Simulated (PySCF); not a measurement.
# F2H8N4Ti: the cost of one run

Computed with PySCF 2.14.0; each step states its level. No surroundings beyond the atoms listed, unless a continuum is named. Atoms count from 0, parts from 1.

## 1. Starting point

15 atoms, charge 0, multiplicity 1; geometry: GFN2-xTB. Parts: 1 = atoms 0–12, `[NH2][Ti]([NH2])([NH2])[NH2]`, charge 0; 2 = atoms 13–14, `FF`, charge 0.

## 2. Optimising the geometry at PBE0-D3(BJ)/def2-SVP

Job settings and geometry (Å):

```
{"job": {"xc": "PBE0", "basis": "def2-SVP", "d3": "d3bj", "grid": 2, "kind": "geom", "shake": 0.01}, "charge": 0, "multiplicity": 1, "parts": [{"atoms": "0-12", "charge": 0, "multiplicity": 1}, {"atoms": "13-14", "charge": 0, "multiplicity": 1}]}
N      0.215435    -2.071591    -0.740515
Ti     0.307936     0.276229    -1.141779
N     -0.993871     0.435333     0.203659
N      0.202002     0.625418     1.053872
N      0.505849     2.110602    -1.501752
H      1.122185    -2.348421    -0.481947
H     -0.046391    -2.455820    -1.640527
H     -1.675111     1.158819     0.386850
H     -0.481737    -2.322283    -0.022497
H      0.384311     1.613719     1.221627
H      0.024146     0.169164     1.979694
H     -0.071124     2.546655    -2.202100
H      1.437584     2.449544    -1.650026
F      2.025419    -0.078061    -0.931961
F     -0.418514    -0.217598    -2.649457
```

Run with:

```bash
OMP_NUM_THREADS=1 python cluster_run.py task.json out
```

This one command runs all jobs of the session in turn.

**Question.** How long does this job take on 1 thread of Intel Xeon at 2.70GHz, shared host, and how much memory does it need?

About 9.6 min, with a peak of 0.75 GiB.
